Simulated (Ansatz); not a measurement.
Turn this script for Ansatz's Python interface into the input file that the command-line program reads.

The script, `ch3fmgs_md.py`:
```python
"""A short Born-Oppenheimer trajectory of CH3FMgS."""

import warnings

import ansatz as az
import numpy as np


def main() -> None:
    warnings.simplefilter("ignore", az.DeckWarning)

    geometry_ang = [
        ("C", (-0.41893, 0.78946, -0.20794)),
        ("S", (0.32579, 0.4861, 1.42078)),
        ("Mg", (0.97313, -1.68336, 0.98977)),
        ("F", (0.8101, -2.18727, -0.65202)),
        ("H", (-1.37084, 0.26611, -0.28303)),
        ("H", (-0.57967, 1.86262, -0.27075)),
        ("H", (0.26043, 0.46633, -0.99681)),
    ]
    molecule = az.Crystal.molecule()
    for symbol, xyz in geometry_ang:
        molecule = molecule.atom(symbol, xyz)

    base = (
        molecule.calculation()
        .basis(gaussian="def2-SVP")
        .functional("PBE0")
        .md("nvt_nose_hoover", timestep=0.5, steps=40, temperature=500, initial_velocities="maxwell_boltzmann", seed=80, thermostat_time=50)
    )
    frames = []
    res = base.session().plan().execute(on_event=lambda e: frames.append(e["data"]) if e["event"] == "md_step" else None)
    print("t (fs)   E_pot (eV)      E_kin (eV)   T (K)   d(0-1) (A)")
    for f in frames[::3]:
        xyz = np.array(f["positions_ang"])
        print(f"{f['time_fs']:6.2f} {f['lagrangian_ev']:14.5f} {f['e_kin_ev']:10.5f} {f['temperature_k']:8.1f} {np.linalg.norm(xyz[0] - xyz[1]):9.4f}")
    kept = np.array([f["conserved_ev"] for f in frames])
    print(f"conserved energy moves by at most {1000 * np.ptp(kept):.3f} meV")


if __name__ == "__main__":
    main()
```

`python ch3fmgs_md.py` gives:
```text
t (fs)   E_pot (eV)      E_kin (eV)   T (K)   d(0-1) (A)
  0.00   -20065.91166    0.32315    500.0    1.8164
  1.50   -20065.86416    0.27600    427.0    1.8120
  3.00   -20065.79373    0.20600    318.7    1.8077
  4.50   -20065.74979    0.16227    251.1    1.8038
  6.00   -20065.74126    0.15397    238.2    1.8009
  7.50   -20065.76460    0.17783    275.2    1.7991
  9.00   -20065.82526    0.23904    369.9    1.7982
 10.50   -20065.89442    0.30891    478.0    1.7981
 12.00   -20065.92019    0.33610    520.0    1.7992
 13.50   -20065.90251    0.31994    495.0    1.8021
 15.00   -20065.86389    0.28280    437.6    1.8079
 16.50   -20065.83500    0.25527    395.0    1.8174
 18.00   -20065.83817    0.25973    401.9    1.8304
 19.50   -20065.87868    0.30155    466.6    1.8458
conserved energy moves by at most 0.784 meV
```

`input.yaml`:
```yaml
crystal:
  periodic: [false, false, false]
  atoms:
    - { symbol: C, position_ang: [-0.41893, 0.78946, -0.20794] }
    - { symbol: S, position_ang: [0.32579, 0.4861, 1.42078] }
    - { symbol: Mg, position_ang: [0.97313, -1.68336, 0.98977] }
    - { symbol: F, position_ang: [0.8101, -2.18727, -0.65202] }
    - { symbol: H, position_ang: [-1.37084, 0.26611, -0.28303] }
    - { symbol: H, position_ang: [-0.57967, 1.86262, -0.27075] }
    - { symbol: H, position_ang: [0.26043, 0.46633, -0.99681] }
basis:
  gaussian:
    orbitals: def2-SVP
hamiltonian:
  xc: pbe0
md:
  timestep: 0.5
  n_steps: 40
  ensemble: nvt_nose_hoover
  temperature: 500.0
  nose_hoover:
    tau: 50.0
  initial_velocities: maxwell_boltzmann
  seed: 80
```

Caveats:
- These settings explore the input space; basis and method may be short of convergence.
- The trajectory is only some femtoseconds long, so its temperature is not equilibrated; where the script doesn't relax first, it starts from a rough generated geometry.
- The temperature counts the internal degrees of freedom alone.
- Wall time of the script: 100 s on 1 thread of Arm Neoverse V2, with other jobs on the host, peak memory 0.22 GiB.

(Lines on the test bed's own set-up are left out of the output.)
